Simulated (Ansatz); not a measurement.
Crystal: CsLiCr2Te2S3.

```
Cs Li Cr Te S
1.0
     3.60358    0.00000    0.00000
    -1.80179    3.12079    0.00000
     0.00000    0.00000   19.06651
Cs Li Cr Te S
1 1 2 2 3
Direct
  0.00000 0.00000 0.37399
  0.66667 0.33333 0.01607
  0.00000 0.00000 0.86637
  0.33333 0.66667 0.16833
  0.33333 0.66667 0.53891
  0.66667 0.33333 0.77276
  0.00000 0.00000 0.10030
  0.33333 0.66667 0.92920
  0.66667 0.33333 0.23408
```

The cell was built by a generator and needn't be a form met in nature.

| Quantity | Value |
| --- | --- |
| Program | Ansatz 0.2.0 |
| Task | single point |
| Functional | PBE |
| Potentials or basis | Ansatz PAW |
| Cutoff | 420 eV (not typed: the program's choice for these potentials) |
| k mesh | 9 × 9 × 2 |
| Occupations | fermi-dirac, width 0.05 eV |
| Spin | collinear spin, ferromagnetic start |
| Starting moments | [0.0, 0.0, 3.0, 3.0, 0.0, 0.0, 0.0, 0.0, 0.0] μB |

On this cell: pressure 0.0 GPa; largest force 0.033 eV/Å; net moment 5.64 μB per cell; site moments Cs +0.00; Li -0.01; Cr +2.58, +2.74; Te -0.01, -0.15; S -0.05, -0.06 μB; band gap on the k mesh none (metal or under the smearing width).

The same run follows on a disturbed copy (atoms moved at random, drawn with an rms of 0.05 Å):

```
Cs Li Cr Te S
1.0
     3.60358    0.00000    0.00000
    -1.80179    3.12079    0.00000
     0.00000    0.00000   19.06651
Cs Li Cr Te S
1 1 2 2 3
Direct
  0.98833 0.00147 0.37267
  0.65680 0.33658 0.01809
  0.00588 0.99605 0.86809
  0.33910 0.66741 0.16782
  0.32562 0.65889 0.53663
  0.66025 0.33155 0.77470
  0.98849 0.98642 0.09889
  0.34275 0.67646 0.92928
  0.66133 0.34103 0.23365
```

Question: What changes?

Answer: The energy (extrapolated to zero smearing) moves by +3.4 meV/atom; pressure 0.3 GPa; largest force 0.369 eV/Å; net moment 5.64 μB per cell; site moments Cs +0.00; Li -0.01; Cr +2.54, +2.71; Te -0.01, -0.14; S -0.04, -0.06 μB; band gap on the k mesh none (metal or under the smearing width).

Forces on the atoms (eV/Å):
```
Cs   0.011  0.002  0.078
Li   0.029 -0.025 -0.069
Cr  -0.151  0.188 -0.135
Cr  -0.366 -0.033 -0.035
Te  -0.011  0.012  0.010
Te   0.124  0.029 -0.050
S    0.107  0.236  0.132
S    0.010 -0.225  0.172
S    0.248 -0.184 -0.104
```

Stress tensor (GPa, compression positive):
```
 0.44  0.04 -0.04
 0.04  0.06 -0.48
-0.04 -0.48  0.39
```

Caveats: only a ferromagnetic start was run, and an antiferromagnetic order may lie lower in energy.
